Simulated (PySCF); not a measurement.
F3Si2H3, in a box:

```xyz
8
Lattice="13.0000 0.0000 0.0000 0.0000 13.0000 0.0000 0.0000 0.0000 14.0000" Properties=species:S:1:pos:R:3 pbc="T T T"
F     4.8050    6.5040    8.5106
Si    6.3031    6.9399    8.1495
Si    6.8490    6.2048    5.9798
F     6.7112    4.6220    5.8940
F     5.8324    6.8272    4.9258
H     6.3974    8.4200    8.2267
H     7.2255    6.3323    9.1423
H     8.2210    6.5610    5.5457
```

Base run:

| Property | Result |
| --- | --- |
| Program | PySCF 2.14.0 |
| Functional | LC-wPBE |
| Dispersion | D4 |
| Potentials or basis | 6-31g* (all-electron) |
| k mesh | 1 × 1 × 1 |
| Occupations | fixed |
| Spin | no spin polarisation |

Its results: gap between the frontier levels 12.59 eV.

Q: After a change of settings the same cell gave: gap between the frontier levels 5.43 eV. Which change was it?
A. functional from LC-wPBE to CAM-B3LYP; dispersion from D4 to D3(BJ)
B. functional from LC-wPBE to WC; dispersion from D4 to none
C. functional from LC-wPBE to BHandHLYP; dispersion from D4 to D3(BJ)

A: B.

Caveats: this is a molecule in a periodic box at the Γ point, so its band gap is the HOMO-LUMO gap; the basis of atomic orbitals isn't converged, which shifts pressures, moduli and gaps.

Runs at the PBE level aren't shown here.
